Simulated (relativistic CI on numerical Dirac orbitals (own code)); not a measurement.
# Pb: one ion under different settings

Aim: see what numerical and physical settings do to the SCF, the total energy and the lowest levels of Pb.

The numbers are computed with relativistic CI on numerical Dirac orbitals (own code) version 3 (Dirac-Coulomb-Breit CI, KLI orbitals optimised for each configuration, model QED (radiative potential, 1s self-energy scaled to tabulated hydrogen-like ionisation energies), numerical settings as typed), except any that are marked as measured or tabulated.

### 1 The atom as given

* ion: Pb (Pb I)
* nuclear charge: 82
* electrons: 82
* isotope: A = 208

### 2 A try

Settings of the run:

```ini
atom Pb  Z=82  charge=0  electrons=82
nucleus A=208  rms_radius_fm=5.5012
hamiltonian dirac-coulomb  breit=on  qed=on  c_scale=1
orbitals kli  potential=per-configuration
slater_scale 1
correlation none
mixing on
grid step=0.0125 r_max=7.78
scf mixing=0.4 start=green max_iterations=67 tolerance=2e-08 node_fill=0.05
configurations
  [Xe] 4f14 5d10 6s2 6p2
end
```

The run is started by

```
python run_levels.py task.json out
```

The settings of every run stand in task.json; they run in order.

Main fields of the result record, rounded:

```text
status: not_converged
warnings: ["orbital 5d3/2 not found"]
scf_steps of the first configuration [iteration, E_Ha, residual, outer_eigenvalue_Ha]:
  - [1, -20895.61651, 2.25, -0.357]
  - [2, -20912.401, 0.665, -0.1933]
  - [3, -20913.41627, 0.308, -0.1972]
  - [4, -20913.6567, 0.0591, -0.2232]
  - [5, -20913.65751, 0.0487, -0.222]
  - [6, -20913.65649, 0.0108, -0.2142]
  - [7, -20913.6578, 0.00197, -0.2156]
  - [8, -20913.65809, 0.000302, -0.2159]
  - [9, -20913.65805, 2.09e-05, -0.2159]
  - [10, -20913.65805, 3.03e-06, -0.2159]
  - [11, -20913.65805, 7.66e-07, -0.2159]
  - [12, -20913.65805, 2.39e-08, -0.2159]
  - [13, -20913.65805, 4.05e-09, -0.2159]
```

Run time: 0.076 s. Hardware: 1 thread, shared host.

Diagnosis: the run ended without a result. An orbital is not bound on this grid with the right number of nodes. The input had end of the grid 7.78. The cure is to let the grid reach far enough, with the usual settings.

### 3 The mended input

Settings: those of step 2 with these lines changed.

```diff
@@ -7,4 +7,4 @@
 mixing on
-grid step=0.0125 r_max=7.78
-scf mixing=0.4 start=green max_iterations=67 tolerance=2e-08 node_fill=0.05
+grid step=0.0125 r_max=259.4
+scf mixing=0.4 start=green max_iterations=150 tolerance=2e-08 node_fill=0.05
 configurations
```

From the record:

```text
status: converged
levels [i, E_cm, J2, conf, term, w_term, w_jj]:
  - [0, 0, 0, "6p2", "3P", 0.8861, 0.9282]
  - [1, 7017.015, 2, "6p2", "3P", 1, 1]
  - [2, 10794.441, 4, "6p2", "3P", 0.6346, 0.9091]
  - [3, 22430.318, 4, "6p2", "1D", 0.6346, 0.9091]
  - [4, 33107.448, 0, "6p2", "1S", 0.8861, 0.9282]
total_energy [Ha]: -20871.939851
n_levels_all: 5
overlap: 1.42533e-11
scf_iterations: [13]
orbital_energies [Ha]: {"1s": -3227.82, "2s": -576.742, "2p1/2": -553.92, "2p3/2": -473.673, "3s": -138.486, "3p1/2": -128.166, "3p3/2": -110.262, "3d3/2": -93.274, "3d5/2": -89.4657, "4s": -31.5277, "4p1/2": -27.0498, "4p3/2": -22.6747, "4d3/2": -15.3729, "4d5/2": -14.5557, "4f5/2": -5.10401, "4f7/2": -4.91993, "5s": -5.35011, "5p1/2": -3.82872, "5p3/2": -3.02056, "5d3/2": -0.927831, "5d5/2": -0.834742, "6s": -0.534375, "6p1/2": -0.267302, "6p3/2": -0.21631}
configurations [conf, odd, states, E_av_Ha, breit_Ha, qed_Ha]:
  - ["6p2", 0, 15, -20913.6526, 24.74, 17.04]
scf_steps of the first configuration [iteration, E_Ha, residual, outer_eigenvalue_Ha]:
  - [1, -20895.61656, 2.25, -0.357]
  - [2, -20912.39373, 0.665, -0.193]
  - [3, -20913.40841, 0.308, -0.1974]
  - [4, -20913.65215, 0.0589, -0.2239]
  - [5, -20913.65272, 0.0505, -0.223]
  - [6, -20913.65081, 0.011, -0.2146]
  - [7, -20913.65226, 0.00236, -0.216]
  - [8, -20913.65264, 0.000278, -0.2163]
  - [9, -20913.6526, 2.09e-05, -0.2163]
  - [10, -20913.6526, 3.68e-06, -0.2163]
  - [11, -20913.6526, 5.89e-07, -0.2163]
  - [12, -20913.6526, 2.71e-08, -0.2163]
  - [13, -20913.6526, 4.01e-09, -0.2163]
```

It took 0.12 s on 1 thread, shared host.

### 4 Speed-of-light factor 2, potential mixing 0.05

Settings of the run:

```ini
atom Pb  Z=82  charge=0  electrons=82
nucleus A=208  rms_radius_fm=5.5012
hamiltonian dirac-coulomb  breit=on  qed=on  c_scale=2
orbitals kli  potential=per-configuration
slater_scale 1
correlation none
mixing on
grid step=0.0125 r_max=259.4
scf mixing=0.05 start=green max_iterations=150 tolerance=2e-08 node_fill=0.05
configurations
  [Xe] 4f14 5d10 6s2 6p2
end
```

From the record:

```text
status: converged
levels [i, E_cm, J2, conf, term, w_term]:
  - [0, 0, 0, "6p2", "3P", 0.9896]
  - [1, 941.02025, 2, "6p2", "3P", 1]
  - [2, 2300.8929, 4, "6p2", "3P", 0.9751]
  - [3, 9098.446, 4, "6p2", "1D", 0.9751]
  - [4, 19992.268, 0, "6p2", "1S", 0.9896]
total_energy [Ha]: -19807.838476
n_levels_all: 5
overlap: 1.56609e-11
scf_iterations: [16]
orbital_energies [Ha]: {"1s": -2970.74, "2s": -507.093, "2p1/2": -487.978, "2p3/2": -471.425, "3s": -121.151, "3p1/2": -112.172, "3p3/2": -108.526, "3d3/2": -92.2186, "3d5/2": -91.2816, "4s": -27.1395, "4p1/2": -23.2045, "4p3/2": -22.3235, "4d3/2": -15.2537, "4d5/2": -15.0537, "4f5/2": -5.58295, "4f7/2": -5.53452, "5s": -4.50707, "5p1/2": -3.19008, "5p3/2": -3.02915, "5d3/2": -0.9793, "5d5/2": -0.955662, "6s": -0.459004, "6p1/2": -0.241443, "6p3/2": -0.231545}
configurations [conf, odd, states, E_av_Ha, breit_Ha, qed_Ha]:
  - ["6p2", 0, 15, -19822.93539, 5.69, 9.431]
scf_steps of the first configuration [iteration, E_Ha, residual, outer_eigenvalue_Ha]:
  - [1, -19814.77724, 1.71, -0.32]
  - [2, -19816.27336, 1.55, -0.2999]
  - [3, -19822.67611, 0.257, -0.1863]
  - [4, -19822.49737, 0.37, -0.1792]
  - [5, -19822.93394, 0.078, -0.2421]
  - [6, -19822.93554, 0.0433, -0.2405]
  - [7, -19822.93519, 0.00397, -0.2299]
  - [8, -19822.93484, 0.00466, -0.23]
  - [9, -19822.93549, 0.000897, -0.2315]
  - [10, -19822.9355, 0.00106, -0.2316]
  - [11, -19822.93539, 1.92e-05, -0.2316]
  - [12, -19822.93539, 1.79e-05, -0.2315]
  - [13, -19822.93539, 5.67e-07, -0.2316]
  - [14, -19822.93539, 4.82e-07, -0.2316]
  - [15, -19822.93539, 2.08e-08, -0.2316]
  - [16, -19822.93539, 1.53e-08, -0.2316]
```

Run time: 0.13 s. Hardware: 1 thread, shared host.

A changed speed of light describes a fictitious ion. The QED potentials keep the true α.

### 5 QED terms off

Settings of the run:

```ini
atom Pb  Z=82  charge=0  electrons=82
nucleus A=208  rms_radius_fm=5.5012
hamiltonian dirac-coulomb  breit=on  qed=off  c_scale=1
orbitals kli  potential=per-configuration
slater_scale 1
correlation none
mixing on
grid step=0.0125 r_max=259.4
scf mixing=0.4 start=green max_iterations=150 tolerance=2e-08 node_fill=0.05
configurations
  [Xe] 4f14 5d10 6s2 6p2
end
```

From the record:

```text
status: converged
levels [i, E_cm, J2, conf, term, w_term]:
  - [0, 0, 0, "6p2", "3P", 0.8862]
  - [1, 7015.384, 2, "6p2", "3P", 1]
  - [2, 10792.637, 4, "6p2", "3P", 0.6347]
  - [3, 22426.956, 4, "6p2", "1D", 0.6347]
  - [4, 33104.186, 0, "6p2", "1S", 0.8862]
total_energy [Ha]: -20888.98035
n_levels_all: 5
overlap: 1.42533e-11
scf_iterations: [13]
orbital_energies [Ha]: {"1s": -3227.82, "2s": -576.742, "2p1/2": -553.92, "2p3/2": -473.673, "3s": -138.486, "3p1/2": -128.166, "3p3/2": -110.262, "3d3/2": -93.274, "3d5/2": -89.4657, "4s": -31.5277, "4p1/2": -27.0498, "4p3/2": -22.6747, "4d3/2": -15.3729, "4d5/2": -14.5557, "4f5/2": -5.10401, "4f7/2": -4.91993, "5s": -5.35011, "5p1/2": -3.82872, "5p3/2": -3.02056, "5d3/2": -0.927831, "5d5/2": -0.834742, "6s": -0.534375, "6p1/2": -0.267302, "6p3/2": -0.21631}
configurations [conf, odd, states, E_av_Ha, breit_Ha, qed_Ha]:
  - ["6p2", 0, 15, -20913.6526, 24.74, 0]
scf_steps of the first configuration [iteration, E_Ha, residual, outer_eigenvalue_Ha]:
  - [1, -20895.61656, 2.25, -0.357]
  - [2, -20912.39373, 0.665, -0.193]
  - [3, -20913.40841, 0.308, -0.1974]
  - [4, -20913.65215, 0.0589, -0.2239]
  - [5, -20913.65272, 0.0505, -0.223]
  - [6, -20913.65081, 0.011, -0.2146]
  - [7, -20913.65226, 0.00236, -0.216]
  - [8, -20913.65264, 0.000278, -0.2163]
  - [9, -20913.6526, 2.09e-05, -0.2163]
  - [10, -20913.6526, 3.68e-06, -0.2163]
  - [11, -20913.6526, 5.89e-07, -0.2163]
  - [12, -20913.6526, 2.71e-08, -0.2163]
  - [13, -20913.6526, 4.01e-09, -0.2163]
```

Run time: 0.1 s. Hardware: 1 thread, shared host.

### 6 End of the grid 389.1, Slater scale 0.6

Settings of the run:

```ini
atom Pb  Z=82  charge=0  electrons=82
nucleus A=208  rms_radius_fm=5.5012
hamiltonian dirac-coulomb  breit=on  qed=on  c_scale=1
orbitals kli  potential=per-configuration
slater_scale 0.6
correlation none
mixing on
grid step=0.0125 r_max=389.1
scf mixing=0.4 start=green max_iterations=150 tolerance=2e-08 node_fill=0.05
configurations
  [Xe] 4f14 5d10 6s2 6p2
end
```

From the record:

```text
status: converged
levels [i, E_cm, J2, conf, term, w_term]:
  - [0, 0, 0, "6p2", "3P", 0.828]
  - [1, 8031.6552, 2, "6p2", "3P", 1]
  - [2, 10559.98, 4, "6p2", "3P", 0.5136]
  - [3, 21745.715, 4, "6p2", "1D", 0.5136]
  - [4, 27962.333, 0, "6p2", "1S", 0.828]
total_energy [Ha]: -20871.937817
n_levels_all: 5
overlap: 1.42519e-11
scf_iterations: [13]
orbital_energies [Ha]: {"1s": -3227.82, "2s": -576.742, "2p1/2": -553.92, "2p3/2": -473.673, "3s": -138.486, "3p1/2": -128.166, "3p3/2": -110.262, "3d3/2": -93.274, "3d5/2": -89.4657, "4s": -31.5277, "4p1/2": -27.0498, "4p3/2": -22.6747, "4d3/2": -15.3729, "4d5/2": -14.5557, "4f5/2": -5.10401, "4f7/2": -4.91993, "5s": -5.35011, "5p1/2": -3.82872, "5p3/2": -3.02056, "5d3/2": -0.927831, "5d5/2": -0.834742, "6s": -0.534375, "6p1/2": -0.267302, "6p3/2": -0.21631}
configurations [conf, odd, states, E_av_Ha, breit_Ha, qed_Ha]:
  - ["6p2", 0, 15, -20913.6526, 24.74, 17.04]
scf_steps of the first configuration [iteration, E_Ha, residual, outer_eigenvalue_Ha]:
  - [1, -20895.61656, 2.25, -0.357]
  - [2, -20912.39373, 0.665, -0.193]
  - [3, -20913.40841, 0.308, -0.1974]
  - [4, -20913.65215, 0.0589, -0.2239]
  - [5, -20913.65272, 0.0505, -0.223]
  - [6, -20913.65081, 0.011, -0.2146]
  - [7, -20913.65226, 0.00236, -0.216]
  - [8, -20913.65264, 0.000278, -0.2163]
  - [9, -20913.6526, 2.09e-05, -0.2163]
  - [10, -20913.6526, 3.68e-06, -0.2163]
  - [11, -20913.6526, 5.89e-07, -0.2163]
  - [12, -20913.6526, 2.71e-08, -0.2163]
  - [13, -20913.6526, 4.01e-09, -0.2163]
```

Run time: 0.12 s. Hardware: 1 thread, shared host.

### 7 Speed-of-light factor 10, end of the grid 389.1, Breit term off

Settings: those of step 6 with these lines changed.

```diff
@@ -2,5 +2,5 @@
 nucleus A=208  rms_radius_fm=5.5012
-hamiltonian dirac-coulomb  breit=on  qed=on  c_scale=1
+hamiltonian dirac-coulomb  breit=off  qed=on  c_scale=10
 orbitals kli  potential=per-configuration
-slater_scale 0.6
+slater_scale 1
 correlation none
```

From the record:

```text
status: converged
levels [i, E_cm, J2, conf, term, w_term]:
  - [0, 0, 0, "6p2", "3P", 1]
  - [1, 29.420155, 2, "6p2", "3P", 1]
  - [2, 87.4561, 4, "6p2", "3P", 1]
  - [3, 7258.7921, 4, "6p2", "1D", 1]
  - [4, 18058.949, 0, "6p2", "1S", 1]
total_energy [Ha]: -19527.465047
n_levels_all: 5
overlap: 1.54777e-11
scf_iterations: [12]
orbital_energies [Ha]: {"1s": -2903.7, "2s": -489.333, "2p1/2": -471.143, "2p3/2": -470.515, "3s": -116.703, "3p1/2": -108.068, "3p3/2": -107.931, "3d3/2": -91.833, "3d5/2": -91.7957, "4s": -26.0276, "4p1/2": -22.2341, "4p3/2": -22.2009, "4d3/2": -15.2044, "4d5/2": -15.1964, "4f5/2": -5.72575, "4f7/2": -5.72379, "5s": -4.29937, "5p1/2": -3.03468, "5p3/2": -3.02864, "5d3/2": -0.993339, "5d5/2": -0.992391, "6s": -0.442053, "6p1/2": -0.235974, "6p3/2": -0.235603}
configurations [conf, odd, states, E_av_Ha, breit_Ha, qed_Ha]:
  - ["6p2", 0, 15, -19534.73652, 0, 7.288]
scf_steps of the first configuration [iteration, E_Ha, residual, outer_eigenvalue_Ha]:
  - [1, -19528.5359, 1.55, -0.3096]
  - [2, -19534.44999, 0.312, -0.2037]
  - [3, -19534.69344, 0.143, -0.2124]
  - [4, -19534.7378, 0.0309, -0.2414]
  - [5, -19534.7371, 0.0088, -0.2379]
  - [6, -19534.7364, 0.000456, -0.2353]
  - [7, -19534.73656, 0.000466, -0.2357]
  - [8, -19534.73653, 9.07e-05, -0.2356]
  - [9, -19534.73652, 3e-05, -0.2356]
  - [10, -19534.73652, 1.06e-06, -0.2356]
  - [11, -19534.73652, 5.59e-07, -0.2356]
  - [12, -19534.73652, 3.7e-09, -0.2356]
```

It took 0.11 s on 1 thread, shared host.

A changed speed of light describes a fictitious ion. The QED potentials keep the true α.

### 8 Tolerance 0.3

Settings of the run:

```ini
atom Pb  Z=82  charge=0  electrons=82
nucleus A=208  rms_radius_fm=5.5012
hamiltonian dirac-coulomb  breit=on  qed=on  c_scale=1
orbitals kli  potential=per-configuration
slater_scale 1
correlation none
mixing on
grid step=0.0125 r_max=259.4
scf mixing=0.4 start=green max_iterations=78 tolerance=0.3 node_fill=0.05
configurations
  [Xe] 4f14 5d10 6s2 6p2
end
```

From the record:

```text
status: converged
levels [i, E_cm, J2, conf, term, w_term]:
  - [0, 0, 0, "6p2", "3P", 0.896]
  - [1, 6340.7435, 2, "6p2", "3P", 1]
  - [2, 10105.521, 4, "6p2", "3P", 0.6592]
  - [3, 21206.971, 4, "6p2", "1D", 0.6592]
  - [4, 32178.058, 0, "6p2", "1S", 0.896]
total_energy [Ha]: -20871.926105
n_levels_all: 5
overlap: 1.4224e-11
scf_iterations: [4]
orbital_energies [Ha]: {"1s": -3228.51, "2s": -576.76, "2p1/2": -553.997, "2p3/2": -473.692, "3s": -138.536, "3p1/2": -128.219, "3p3/2": -110.318, "3d3/2": -93.2858, "3d5/2": -89.4813, "4s": -31.6177, "4p1/2": -27.1414, "4p3/2": -22.7615, "4d3/2": -15.4545, "4d5/2": -14.6364, "4f5/2": -5.19056, "4f7/2": -5.00634, "5s": -5.40694, "5p1/2": -3.88309, "5p3/2": -3.07052, "5d3/2": -0.968333, "5d5/2": -0.873878, "6s": -0.552803, "6p1/2": -0.278284, "6p3/2": -0.223929}
configurations [conf, odd, states, E_av_Ha, breit_Ha, qed_Ha]:
  - ["6p2", 0, 15, -20913.65215, 24.75, 17.04]
scf_steps of the first configuration [iteration, E_Ha, residual, outer_eigenvalue_Ha]:
  - [1, -20895.61656, 2.25, -0.357]
  - [2, -20912.39373, 0.665, -0.193]
  - [3, -20913.40841, 0.308, -0.1974]
  - [4, -20913.65215, 0.0589, -0.2239]
```

Run time: 0.087 s. Hardware: 1 thread, shared host.

This setting is unsound; the numbers are not properties of the ion.

### 9 The runs side by side

| setting | total energy less usual (Ha) | largest shift of a level among the lowest eight of both runs, same label and place (cm⁻¹) | SCF iterations | time | lowest level | kind of change |
| --- | --- | --- | --- | --- | --- | --- |
| usual | 0 | 0 | 13 | 0.12 s | 6p2 3P0 | - |
| speed-of-light factor 2, potential mixing 0.05 | 1.06e+03 | 13300 | 16 | 0.13 s | 6p2 3P0 | unphysical constant |
| QED terms off | -17 | 3.36 | 13 | 0.1 s | 6p2 3P0 | model term |
| end of the grid 389.1, Slater scale 0.6 | 0.00203 | 5150 | 13 | 0.12 s | 6p2 3P0 | model term |
| speed-of-light factor 10, end of the grid 389.1, Breit term off | 1.34e+03 | 15200 | 12 | 0.11 s | 6p2 3P0 | unphysical constant |
| tolerance 0.3 | 0.0137 | 1220 | 4 | 0.087 s | 6p2 3P0 | unsound |

### 10 Outcome

| quantity | value |
| --- | --- |
| lowest level, usual settings | 6p2 3P0 |
| total energy | -20871.9399 Ha |
| first excitation | 7017.0 cm⁻¹ |
| runs without a result | 1 |

What this shows: Among the runs whose levels can be followed, they move most under «speed-of-light factor 10, end of the grid 389.1, Breit term off» (unphysical constant), by up to 15200 cm⁻¹. Only the listed configurations are in the model. Near neutrality, missing correlation can shift configurations against each other by thousands of cm⁻¹.
